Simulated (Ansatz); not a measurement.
Geometry optimisation, DFT PBEsol, scalar-relativistic, plane waves, PAW in Ansatz 0.2.0.

The input (input.yaml):

```yaml
crystal:
  lattice:
    - [5.73086, 0.0, 0.0]
    - [-2.86543, 4.96307, 0.0]
    - [0.0, 0.0, 15.216395]
  atoms:
    - { symbol: W, position: [0.0, 0.0, 0.06571859] }
    - { symbol: C, position: [0.33333334, 0.16666668, 0.15808376] }
    - { symbol: W, position: [0.0, 0.0, 0.25044894] }
    - { symbol: C, position: [0.33333334, 0.16666668, 0.34281412] }
    - { symbol: W, position: [2.0e-08, 0.50000003, 0.06571859] }
    - { symbol: C, position: [0.33333336, 0.66666671, 0.15808376] }
    - { symbol: W, position: [2.0e-08, 0.50000003, 0.25044894] }
    - { symbol: C, position: [0.33333336, 0.66666671, 0.34281412] }
    - { symbol: W, position: [0.5, 0.0, 0.06571859] }
    - { symbol: C, position: [0.83333334, 0.16666668, 0.15808376] }
    - { symbol: W, position: [0.5, 0.0, 0.25044894] }
    - { symbol: C, position: [0.83333334, 0.16666668, 0.34281412] }
    - { symbol: W, position: [0.50000002, 0.50000003, 0.06571859] }
    - { symbol: C, position: [0.83333336, 0.66666671, 0.15808376] }
    - { symbol: W, position: [0.50000002, 0.50000003, 0.25044894] }
    - { symbol: C, position: [0.83333336, 0.66666671, 0.34281412] }
    - { symbol: O, position: [0.83333337, 0.91666673, 0.39341743] }
    - { symbol: H, position: [1.00000002, 0.50000003, 0.37961653] }
basis:
  ecutwfc: 420.0
kpoints:
  mp_grid: { grid: [5, 5, 1] }
hamiltonian:
  xc: pbesol
  pseudopotentials: { kind: paw, azcp: { folder: soft_1 } }
scf:
  occupations: { method: gaussian, width: 0.1 }
  lower_state_search: "off"
relax:
  f_tol: 0.03
  max_steps: 60
  adjacent_minimum: "off"
  constraints: [{ sites: [0, 4, 8, 12] }]
```

Run as:

```bash
$ ansatz run input.yaml --threads 4 --pin off --max-ram 10240MiB --backend cpu --events-out ev --progress --plain --runs-dir out
```

Where does it end, and by what steps?

It converged. Limits of this set-up: coarse k mesh, thin slab, slab without dipole correction, odd electron count without spin, PAW files made for another functional. After 14 steps the energy has fallen by 5.301 eV; H18 moved furthest, 1.83 Å. Parted: W7–H18 (1.97 → 2.91 Å). Joined: C8–H18 (1.75 → 1.09 Å).

```json
{"step": "0", "energy less start (eV)": "0.0000", "largest force component (eV/Å)": "3.878", "accepted": "yes"}
{"step": "1", "energy less start (eV)": "-2.2081", "largest force component (eV/Å)": "2.194", "accepted": "yes"}
{"step": "2", "energy less start (eV)": "-2.8990", "largest force component (eV/Å)": "1.708", "accepted": "yes"}
{"step": "3", "energy less start (eV)": "-3.3113", "largest force component (eV/Å)": "1.560", "accepted": "yes"}
{"step": "4", "energy less start (eV)": "-3.7790", "largest force component (eV/Å)": "1.898", "accepted": "yes"}
{"step": "5", "energy less start (eV)": "-4.1592", "largest force component (eV/Å)": "1.336", "accepted": "yes"}
{"step": "6", "energy less start (eV)": "-4.4384", "largest force component (eV/Å)": "1.470", "accepted": "yes"}
{"step": "7", "energy less start (eV)": "-4.6833", "largest force component (eV/Å)": "1.432", "accepted": "yes"}
{"step": "8", "energy less start (eV)": "-4.8969", "largest force component (eV/Å)": "1.422", "accepted": "yes"}
{"step": "9", "energy less start (eV)": "-5.0992", "largest force component (eV/Å)": "1.213", "accepted": "yes"}
{"step": "10", "energy less start (eV)": "-5.2131", "largest force component (eV/Å)": "0.494", "accepted": "yes"}
{"step": "11", "energy less start (eV)": "-5.2811", "largest force component (eV/Å)": "0.764", "accepted": "yes"}
{"step": "12", "energy less start (eV)": "-5.2990", "largest force component (eV/Å)": "0.270", "accepted": "yes"}
{"step": "13", "energy less start (eV)": "-5.3008", "largest force component (eV/Å)": "0.066", "accepted": "yes"}
{"step": "14", "energy less start (eV)": "-5.3010", "largest force component (eV/Å)": "0.026", "accepted": "yes"}
```

```xyz
18
Lattice="5.7309 0.0000 0.0000 -2.8654 4.9631 0.0000 0.0000 0.0000 15.2164" Properties=species:S:1:pos:R:3
W 0.000 0.000 1.000
C 1.433 0.828 2.275
W 0.059 0.034 3.733
C 1.561 0.901 4.922
W -1.433 2.482 1.000
C -0.027 3.293 2.366
W -1.418 2.490 3.926
C 0.024 3.322 5.152
W 2.865 0.000 1.000
C 4.300 0.842 2.333
W 2.891 -0.020 3.841
C 4.394 0.647 5.107
W 1.433 2.482 1.000
C 2.879 3.303 2.333
W 1.428 2.514 3.841
C 2.757 3.482 5.107
O 2.485 4.744 5.810
H 5.835 3.369 6.240
```

Whether the end is a true minimum wasn't checked by a vibrational analysis.

Run time: 2.1 min on 4 threads of Arm Neoverse V1, with other jobs on the host, peak memory 1.2 GiB.
